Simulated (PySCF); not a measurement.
# ClH₉SeSi₄: electronic excitations

What electronic excitations should ClH₉SeSi₄ (`[SiH3][SiH]([SiH3])[Se][SiH2]Cl`) show?

Programs: PySCF 2.14.0, with density-fitted response routines of our own. Each step states its level of theory. These are calculated values for one molecule in the gas phase, unless marked as measured. Atoms are numbered from 0 throughout.

## (1) Starting geometry

15 atoms, charge 0, multiplicity 1; geometry from: GFN2-xTB.

Bonds of the start (Å): Si0–Si1 2.34, Si1–Si2 2.34, Si1–Se3 2.39, Se3–Si4 2.24, Si4–Cl5 2.03, Si0–H6 1.47, Si0–H7 1.46, Si0–H8 1.46, Si1–H9 1.47, Si2–H10 1.46, Si2–H11 1.46, Si2–H12 1.47, Si4–H13 1.45, Si4–H14 1.46.

## (2) TDDFT and polarisability: CAM-B3LYP/def2-SVPD

Job settings and geometry (Å):

```
{"job": {"kind": "uv", "xc": "CAM-B3LYP", "basis": "def2-SVPD", "nstates": 8, "ntriplets": 3}, "charge": 0, "multiplicity": 1}
Si     1.388152     1.969106    -0.139944
Si     0.842368    -0.076789    -1.144783
Si     1.014562    -2.115587    -0.010847
Se    -1.398269     0.072322    -1.975186
Si    -2.679397     0.141142    -0.134583
Cl    -1.568688     0.701770     1.472499
H      2.621258     2.496418    -0.730721
H      0.353995     2.995156    -0.270848
H      1.645253     1.749479     1.284846
H      1.465071    -0.181332    -2.475630
H      0.788492    -3.294288    -0.849227
H      2.370974    -2.205506     0.534268
H      0.073428    -2.200262     1.108727
H     -3.711902     1.139927    -0.349440
H     -3.209713    -1.183567     0.153302
```

Method: TDDFT CAM-B3LYP/def2-SVPD, vertical, gas phase, core orbitals frozen in the response.

Started as:

```console
> OMP_NUM_THREADS=1 python probes_run.py task.json out
```

The driver reads the jobs from task.json and runs them one after another.

Predict these results of the whole session: lowest singlet (CAM-B3LYP/def2-SVPD); brightest single state of those computed; lowest triplet.

The runs gave:

```
                                quantity                        value
    lowest singlet (CAM-B3LYP/def2-SVPD)  4.38 eV (283 nm), f = 0.006
brightest single state of those computed  state 4, 5.91 eV, f = 0.076
                          lowest triplet                      4.06 eV
```

The lowest singlet, at 4.38 eV, is HOMO→LUMO 0.94 and is weak; of the 8 states computed, the strongest absorption comes from state 4 at 5.91 eV. The lowest triplet lies 0.33 eV below the lowest singlet (triplets in Tamm-Dancoff, singlets in full TDDFT).
